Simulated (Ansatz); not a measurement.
# C2H5AlO3: molecular dynamics

The plan is to follow the molecule's vibrations and see whether its bonds hold. The start is relaxed first. Runs: 300 steps of 0.5 fs at constant energy, with velocities drawn for 300 K. SMILES of the start: O=[CH][Al]([OH])[CH2]O.

Method: RKS PBE0-D4/STO-3G, in Ansatz 0.2.0.

## Step 1: The system as given

Bond lengths: O1–C2 1.223 Å, C2–Al3 1.986 Å, Al3–O4 1.813 Å, Al3–C5 1.981 Å, C5–O6 1.377 Å, C2–H7 1.097 Å, O4–H8 1.013 Å, C5–H9 1.151 Å, C5–H10 1.106 Å, O6–H11 0.976 Å. Angles: O1–C2–Al3 122.7°, O1–C2–H7 116.1°, Al3–C2–H7 121.1°, C2–Al3–O4 117.5°, C2–Al3–C5 119.6°, O4–Al3–C5 122.8°, Al3–O4–H8 101.9°, Al3–C5–O6 110.9°, Al3–C5–H9 105.6°, Al3–C5–H10 109.7°, O6–C5–H9 110.8°, O6–C5–H10 112.9°, H9–C5–H10 106.7°, C5–O6–H11 105.9°.

As a file:

```xyz
11

O     1.9825   -1.2708   -1.0816
C     1.5488   -1.3014    0.0617
Al    0.0869   -0.1121    0.6871
O    -0.3837   -0.2140    2.4346
C    -0.7126    1.1978   -0.5653
O    -1.3158    0.5596   -1.6264
H     2.0302   -2.0145    0.7424
H    -1.1497   -0.8756    2.4062
H    -1.4874    1.7832    0.0533
H     0.0560    1.9267   -0.8828
H    -0.5898    0.2642   -2.2086
```

## Step 2: Relaxing the start

File input.yaml:

```yaml
crystal:
  periodic: [false, false, false]
  atoms:
    - { symbol: O, position_ang: [1.9825, -1.2708, -1.0816] }
    - { symbol: C, position_ang: [1.5488, -1.3014, 0.0617] }
    - { symbol: Al, position_ang: [0.0869, -0.1121, 0.6871] }
    - { symbol: O, position_ang: [-0.3837, -0.214, 2.4346] }
    - { symbol: C, position_ang: [-0.7126, 1.1978, -0.5653] }
    - { symbol: O, position_ang: [-1.3158, 0.5596, -1.6264] }
    - { symbol: H, position_ang: [2.0302, -2.0145, 0.7424] }
    - { symbol: H, position_ang: [-1.1497, -0.8756, 2.4062] }
    - { symbol: H, position_ang: [-1.4874, 1.7832, 0.0533] }
    - { symbol: H, position_ang: [0.056, 1.9267, -0.8828] }
    - { symbol: H, position_ang: [-0.5898, 0.2642, -2.2086] }
basis:
  gaussian: { orbitals: STO-3G }
hamiltonian:
  xc: pbe0
  dispersion: d4
relax:
  f_tol: 0.02
  max_steps: 40
output:
  orbitals: {}
```

Started as:

```console
$ ansatz run input.yaml --threads 1 --pin off --max-ram 2048MiB --backend cpu --events-out ev --progress --plain --runs-dir out
```

After this run come: Dynamics.

**Question.** What will these runs give? Wanted: relaxation of the start; temperature, first and last step; temperature, second half; potential energy, second half; largest change of the total energy; bonds formed or broken.

**Answer**, as computed:

| quantity | value |
| --- | --- |
| relaxation of the start | 24 moves, 1.142 eV lower |
| length | 300 steps of 0.5 fs |
| temperature, first and last step | 300 and 105 K |
| temperature, second half | mean 151 K, from 85 to 214 K |
| potential energy, second half | +16 meV/atom from the start |
| largest change of the total energy | 0.21 meV/atom |
| bonds formed or broken | 0 |

What this shows: The temperature starts at 300 K and averages 151 K in the second half, where it ranges from 85 to 214 K. About half is expected from a start at a minimum: kinetic energy passes into potential energy until both shares match. The total energy strays from its start by at most 0.21 meV/atom, 1.3 % of the mean kinetic energy, which is good for a step of 0.5 fs. No bond forms or breaks. 150 fs on 11 atoms is far too short and small for converged averages. The nuclei move classically, without zero-point motion, which matters most for hydrogen. In so small a basis the energies are only a sketch.
